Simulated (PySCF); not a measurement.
**[BiO3]−: forces at shaken geometries**

Aim: move all atoms of relaxed [BiO3]− at random and read energies and forces. The species was built from a template and needn't be a known compound.

Program: PySCF 2.14.0. Level of theory: PBE0, Bi def2-SVP with ECP60, O def2-SVP; scalar-relativistic core potentials, no spin–orbit coupling. These are calculated values, not measurements.

2 further runs of the same task are left out: 2 for a known fault of the program.

### Step 1. The system as given

4 atoms, charge -1, spin multiplicity 1.

Bond lengths: Bi1–O2 1.962 Å, Bi1–O3 1.962 Å, Bi1–O4 1.962 Å. Angles: O2–Bi1–O3 120.0°, O2–Bi1–O4 120.0°, O3–Bi1–O4 120.0°.

As a file:

```xyz
4
charge -1, multiplicity 1
Bi    0.0000    0.0000    0.0000
O     1.9622    0.0000    0.0000
O    -0.9811    1.6993    0.0000
O    -0.9811   -1.6993    0.0000
```

Formal oxidation states: Bi +5. An earlier session relaxed this geometry at PBE0, Bi def2-SVP with ECP60, O def2-SVP (singlet, point group D3h).

Its energy there is -439.755053 Eh.

### Step 2. Atoms moved at random, σ = 0.15 Å

File run.py (the lines that set the calculation):

```python
mol = gto.M(atom='''
Bi    -0.10521    -0.15600    -0.03281
O      2.30164    -0.06359     0.15506
O     -1.15358     1.71515    -0.04047
O     -1.04285    -1.49557    -0.08178''',
    basis={'Bi': 'def2-SVP', 'O': 'def2-SVP'},
    ecp={'Bi': 'def2-SVP'},
    charge=-1, spin=0)
mf = dft.RKS(mol, xc='PBE0')
mf.grids.atom_grid = (50, 194)
mf = mf.density_fit()  # fitting sets: Bi def2-universal-JKFIT, O def2-universal-JKFIT
mf.conv_tol = 1e-08; mf.max_cycle = 55
mf.kernel(dm0)  # dm0: the density of the relaxed state
```

The run is started by

```
$ OMP_NUM_THREADS=2 python run.py
```

Log:

```text
init E= -439.698022551388
  HOMO = -0.129809252193205  LUMO = -0.0228176269499336  gap/eV = 2.91139
cycle= 1 E= -439.546483647484  delta_E= 0.152  |g|= 0.428  |ddm|= 1.02
  HOMO = 0.0994755461726591  LUMO = 0.131791954775937  gap/eV = 0.87937
cycle= 2 E= -437.58454815257  delta_E= 1.96  |g|= 2.56  |ddm|= 2.53
  HOMO = -0.0328918627064143  LUMO = 0.0745654534988276  gap/eV = 2.92406
cycle= 3 E= -439.582511038782  delta_E=   -2  |g|= 0.275  |ddm|= 2.23
  HOMO = -0.0376873689385213  LUMO = 0.0685480551186401  gap/eV = 2.89081
cycle= 4 E= -439.56839710127  delta_E= 0.0141  |g|= 0.366  |ddm|= 0.495
  HOMO = -0.0449679614659333  LUMO = 0.0681567331375277  gap/eV = 3.07828
cycle= 5 E= -439.597334800685  delta_E= -0.0289  |g|= 0.105  |ddm|= 0.319
  HOMO = -0.0505976575078158  LUMO = 0.065119839973768  gap/eV = 3.14883
cycle= 6 E= -439.599700810228  delta_E= -0.00237  |g|= 0.0422  |ddm|= 0.0894
  HOMO = -0.0516211029102673  LUMO = 0.0659738714039619  gap/eV = 3.19992
cycle= 7 E= -439.600134084075  delta_E= -0.000433  |g|= 0.0165  |ddm|= 0.027
  HOMO = -0.0537560877671715  LUMO = 0.0650532529594976  gap/eV = 3.23297
cycle= 8 E= -439.600224132879  delta_E= -9e-05  |g|= 0.00242  |ddm|= 0.0233
  HOMO = -0.0535962500996031  LUMO = 0.0651864019181119  gap/eV = 3.23224
cycle= 9 E= -439.600226918944  delta_E= -2.79e-06  |g|= 0.000722  |ddm|= 0.00502
  HOMO = -0.0536553109389124  LUMO = 0.0651727908847626  gap/eV = 3.23348
cycle= 10 E= -439.6002274521  delta_E= -5.33e-07  |g|= 0.000154  |ddm|= 0.00305
  HOMO = -0.053668009493782  LUMO = 0.0651825651007201  gap/eV = 3.23409
cycle= 11 E= -439.600227515335  delta_E= -6.32e-08  |g|= 8.68e-05  |ddm|= 0.00128
  HOMO = -0.0536779566697594  LUMO = 0.0651770631046915  gap/eV = 3.23421
cycle= 12 E= -439.600227525332  delta_E= -1e-08  |g|= 3.52e-05  |ddm|= 0.000461
  HOMO = -0.0536683006203535  LUMO = 0.0651815351048448  gap/eV = 3.23407
Extra cycle  E= -439.600227523694  delta_E= 1.64e-09  |g|= 0.000115  |ddm|= 0.000185
converged SCF energy = -439.600227523694
```

It took 2.1 s on 2 threads of Intel Xeon Platinum 8259CL at 2.50GHz (Skylake/Cascade Lake), shared host.

Read off: E = -439.600228 Eh (+4.213 eV from the relaxed state), HOMO -1.46 eV, LUMO 1.77 eV, Mulliken charge on Bi1 +0.98 e, largest force component 20.046 eV/Å. 

| atom | Fx | Fy | Fz (eV/Å) |
| --- | --- | --- | --- |
| Bi1 | 13.917 | 20.046 | 0.943 |
| O2 | -3.699 | -0.346 | -0.304 |
| O3 | 1.433 | -2.715 | -0.013 |
| O4 | -11.651 | -16.986 | -0.625 |

### Step 3. Atoms moved at random, σ = 0.03 Å

Edit run.py (the lines that set the calculation) of step 2 so:

```diff
@@ -1,6 +1,6 @@
 mol = gto.M(atom='''
-Bi    -0.10521    -0.15600    -0.03281
-O      2.30164    -0.06359     0.15506
-O     -1.15358     1.71515    -0.04047
-O     -1.04285    -1.49557    -0.08178''',
+Bi    -0.05171    -0.01625    -0.03628
+O      2.00788    -0.01382    -0.00782
+O     -1.00180     1.71862     0.00368
+O     -0.95436    -1.68856     0.04042''',
     basis={'Bi': 'def2-SVP', 'O': 'def2-SVP'},
```

The run is started by

```
$ OMP_NUM_THREADS=2 python run.py
```

Log:

```text
init E= -439.738996964013
  HOMO = -0.0866883939809773  LUMO = 0.0711817923804325  gap/eV = 4.29587
cycle= 1 E= -439.745109005117  delta_E= -0.00611  |g|= 0.111  |ddm|= 0.227
  HOMO = -0.0380983917198994  LUMO = 0.0841360560836222  gap/eV = 3.32617
cycle= 2 E= -439.696189437296  delta_E= 0.0489  |g|= 0.472  |ddm|= 0.49
  HOMO = -0.0704003744200221  LUMO = 0.0815765541934894  gap/eV = 4.13550
cycle= 3 E= -439.748107269068  delta_E= -0.0519  |g|= 0.0458  |ddm|= 0.368
  HOMO = -0.0687229286834328  LUMO = 0.0817992181958012  gap/eV = 4.09592
cycle= 4 E= -439.748095032975  delta_E= 1.22e-05  |g|= 0.0475  |ddm|= 0.0713
  HOMO = -0.0709293624014932  LUMO = 0.0813866557913059  gap/eV = 4.14473
cycle= 5 E= -439.748583812007  delta_E= -0.000489  |g|= 0.0122  |ddm|= 0.041
  HOMO = -0.0717343175978918  LUMO = 0.0810128969814237  gap/eV = 4.15646
cycle= 6 E= -439.748617010479  delta_E= -3.32e-05  |g|= 0.00276  |ddm|= 0.0109
  HOMO = -0.07184843520417  LUMO = 0.0812055618871632  gap/eV = 4.16481
cycle= 7 E= -439.748619364257  delta_E= -2.35e-06  |g|= 0.000472  |ddm|= 0.00365
  HOMO = -0.0718850353591314  LUMO = 0.0811617799660631  gap/eV = 4.16462
cycle= 8 E= -439.748619511844  delta_E= -1.48e-07  |g|= 0.000135  |ddm|= 0.00146
  HOMO = -0.0718725808703038  LUMO = 0.0811718320845216  gap/eV = 4.16455
cycle= 9 E= -439.748619521386  delta_E= -9.54e-09  |g|= 2.49e-05  |ddm|= 0.000355
  HOMO = -0.0718765416185134  LUMO = 0.0811701339237594  gap/eV = 4.16461
Extra cycle  E= -439.748619521529  delta_E= -1.43e-10  |g|= 4.92e-05  |ddm|= 0.000102
converged SCF energy = -439.748619521529
```

Run time: 2 s. Hardware: 2 threads of Intel Xeon Platinum 8259CL at 2.50GHz (Skylake/Cascade Lake), shared host.

Read off: E = -439.748620 Eh (+0.175 eV from the relaxed state), HOMO -1.96 eV, LUMO 2.21 eV, Mulliken charge on Bi1 +1.01 e, largest force component 2.941 eV/Å. 

| atom | Fx | Fy | Fz (eV/Å) |
| --- | --- | --- | --- |
| Bi1 | 2.941 | 2.008 | 0.106 |
| O2 | -2.050 | -0.008 | -0.076 |
| O3 | 0.098 | -0.424 | -0.053 |
| O4 | -0.989 | -1.576 | 0.023 |

### Step 4. Atoms moved at random, σ = 0.06 Å

Edit run.py (the lines that set the calculation) of step 3 so:

```diff
@@ -1,6 +1,6 @@
 mol = gto.M(atom='''
-Bi    -0.05171    -0.01625    -0.03628
-O      2.00788    -0.01382    -0.00782
-O     -1.00180     1.71862     0.00368
-O     -0.95436    -1.68856     0.04042''',
+Bi     0.05852     0.00350     0.05112
+O      1.98568    -0.01542    -0.10189
+O     -1.05593     1.68615     0.08875
+O     -0.98827    -1.67423    -0.03798''',
     basis={'Bi': 'def2-SVP', 'O': 'def2-SVP'},
```

The run is started by

```
$ OMP_NUM_THREADS=2 python run.py
```

Log:

```text
init E= -439.737723423665
  HOMO = -0.0849722946803673  LUMO = 0.0691611532556564  gap/eV = 4.19418
cycle= 1 E= -439.750579927368  delta_E= -0.0129  |g|= 0.0671  |ddm|= 0.247
  HOMO = -0.0603299701430681  LUMO = 0.0818427171275289  gap/eV = 3.86872
cycle= 2 E= -439.738606989274  delta_E= 0.012  |g|= 0.239  |ddm|= 0.264
  HOMO = -0.0740398353231615  LUMO = 0.0812538497215449  gap/eV = 4.22576
cycle= 3 E= -439.751855506953  delta_E= -0.0132  |g|= 0.023  |ddm|= 0.192
  HOMO = -0.0733118092511699  LUMO = 0.0809813165101758  gap/eV = 4.19853
cycle= 4 E= -439.751835535678  delta_E= 2e-05  |g|= 0.0255  |ddm|= 0.041
  HOMO = -0.0742583214069549  LUMO = 0.0804240572653043  gap/eV = 4.20912
cycle= 5 E= -439.751969010644  delta_E= -0.000133  |g|= 0.00891  |ddm|= 0.0248
  HOMO = -0.0748457813963405  LUMO = 0.0802650446795923  gap/eV = 4.22078
cycle= 6 E= -439.751986898882  delta_E= -1.79e-05  |g|= 0.00267  |ddm|= 0.00894
  HOMO = -0.0747804808964998  LUMO = 0.0804794605211612  gap/eV = 4.22484
cycle= 7 E= -439.75198950704  delta_E= -2.61e-06  |g|= 0.000559  |ddm|= 0.005
  HOMO = -0.0748111550199141  LUMO = 0.0804241669962167  gap/eV = 4.22417
cycle= 8 E= -439.751989659266  delta_E= -1.52e-07  |g|= 8.3e-05  |ddm|= 0.00135
  HOMO = -0.0748088950862426  LUMO = 0.0804322299713967  gap/eV = 4.22433
cycle= 9 E= -439.751989668903  delta_E= -9.64e-09  |g|= 3.29e-05  |ddm|= 0.000434
  HOMO = -0.0748151831999908  LUMO = 0.0804297162420333  gap/eV = 4.22443
Extra cycle  E= -439.751989668026  delta_E= 8.77e-10  |g|= 8.42e-05  |ddm|= 0.000122
converged SCF energy = -439.751989668026
```

It took 2 s on 2 threads of Intel Xeon Platinum 8259CL at 2.50GHz (Skylake/Cascade Lake), shared host.

Read off: E = -439.751990 Eh (+0.083 eV from the relaxed state), HOMO -2.04 eV, LUMO 2.19 eV, Mulliken charge on Bi1 +1.01 e, largest force component 2.128 eV/Å. 

| atom | Fx | Fy | Fz (eV/Å) |
| --- | --- | --- | --- |
| Bi1 | -2.128 | 0.623 | -0.128 |
| O2 | 0.841 | 0.043 | 0.005 |
| O3 | 0.898 | -0.986 | 0.034 |
| O4 | 0.389 | 0.320 | 0.090 |

### Step 5. Results

| σ (Å) | energy rise (eV) | harmonic estimate −½ F·u (eV) | largest force component (eV/Å) |
| --- | --- | --- | --- |
| 0.15 | 4.213 | 4.441 | 20.05 |
| 0.03 | 0.175 | 0.167 | 2.94 |
| 0.06 | 0.083 | 0.080 | 2.13 |

Every displacement raises the energy. For a harmonic well the rise equals −½ F·u; the two differ by at most 5 % here (a move with σ = 0.15 Å), from anharmonicity, the grid and the small forces left at the relaxed point. These are double-zeta-type bases without diffuse functions. Spin–orbit coupling is left out.
